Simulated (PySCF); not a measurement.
**The bond of AlTl, level by level**

Aim: find the lowest electronic state of AlTl, scan its bond at several levels of theory, and get bond length, wavenumber and dissociation energy from each curve.

The runs use PySCF 2.14.0; Al def2-SVPD, Tl def2-SVPD with ECP60, scalar-relativistic core potentials.

## Step 1: Set-up

Settings of the job:

```
atoms                         : Al, Tl
charge                        : 0
basis                         : Al def2-SVPD, Tl def2-SVPD with ECP60
Hamiltonian                   : scalar-relativistic core potentials
basis functions               : 56
electrons treated             : 34
masses in u                   : 26.9815, 204.9744
levels                        : PBE0, PBE, r²SCAN, revPBE, r²SCANh, TPSSh, HF, MP2, SCS-MP2, CCSD, CCSD(T)
grid                          : 80 radial by 434 angular points
occupations                   : held fixed by the projection of orbital angular momentum
dissociation limit            : Al + Tl, each in its ground configuration
starting distance in angstrom : 2.625
values of 2S to try           : 0, 2
```

Command:

```
OMP_NUM_THREADS=1 python dia.py task.json out
```

Further steps of the session: First curve: PBE0; Other states along the same grid; PBE (GGA); r²SCAN; revPBE (GGA); r²SCANh (hybrid meta-GGA); TPSSh (hybrid meta-GGA); UHF; Adding correlation.

What does the calculation give? Wanted: for each run, Re; ωe; De; μ.

The runs gave:

Lowest PBE0 solution found, without spin–orbit coupling: ³Π (triplet), unpaired electrons σ ↑, π ↑. State 2 has its PBE0 minimum 0.14 eV higher, as a spin-mixed determinant (⟨S²⟩ = 1.02), so this is no gap between pure states. State 3 has its PBE0 minimum 0.16 eV higher. State 4 has its PBE0 minimum 0.33 eV higher, as a spin-mixed determinant (⟨S²⟩ = 1.01), so this is no gap between pure states. The other levels ran on the lowest alone.

| level | Re (Å) | ωe (cm⁻¹) | De (eV) | μ (D) |
| --- | --- | --- | --- | --- |
| UHF | 2.976 | 181.1 | 0.63 | 1.08 |
| UHF-MP2 | 2.907 | 191.0 | 1.11 | n/a |
| UHF-SCS-MP2 | 2.912 | 191.7 | 0.97 | n/a |
| UHF-CCSD | 2.938 | 181.7 | 1.04 | n/a |
| UHF-CCSD(T) | 2.937 | 180.5 | 1.11 | n/a |
| PBE | 2.964 | 170.1 | 1.47 | 0.91 |
| revPBE | 2.995 | 164.0 | 1.34 | 1.09 |
| r²SCAN | 2.931 | 178.4 | 1.45 | 0.91 |
| TPSSh | 2.940 | 176.5 | 1.35 | 1.19 |
| r²SCANh | 2.921 | 181.7 | 1.41 | 0.87 |
| PBE0 | 2.926 | 181.7 | 1.36 | 0.95 |

De is counted to Al + Tl in their ground configurations. A positive dipole means Al(−)Tl(+).

Differences from CCSD(T) in the same basis:

| level | Re (mÅ) | ωe (%) |
| --- | --- | --- |
| UHF | +39 | +0.3 |
| UHF-MP2 | -30 | +5.8 |
| UHF-SCS-MP2 | -25 | +6.2 |
| UHF-CCSD | +1 | +0.7 |
| PBE | +27 | -5.8 |
| revPBE | +58 | -9.1 |
| r²SCAN | -6 | -1.2 |
| TPSSh | +3 | -2.2 |
| r²SCANh | -16 | +0.7 |
| PBE0 | -11 | +0.7 |

**Reading.** Judged by CCSD(T) in the same basis: best bond length UHF-CCSD (+1 mÅ), worst revPBE (+58 mÅ); best wavenumber UHF (+0.3 %), worst revPBE (-9.1 %). CCSD(T) in a basis this small is itself some way from its limit, more so than the functionals. Among the levels with a De in the table, it runs from 0.63 eV (UHF) to 1.47 eV (PBE).

Correlated steps freeze 9 core orbitals. These are scalar-relativistic numbers at best; spin–orbit coupling would shift them, the dissociation energy most. With spin–orbit coupling the term label itself may not hold.
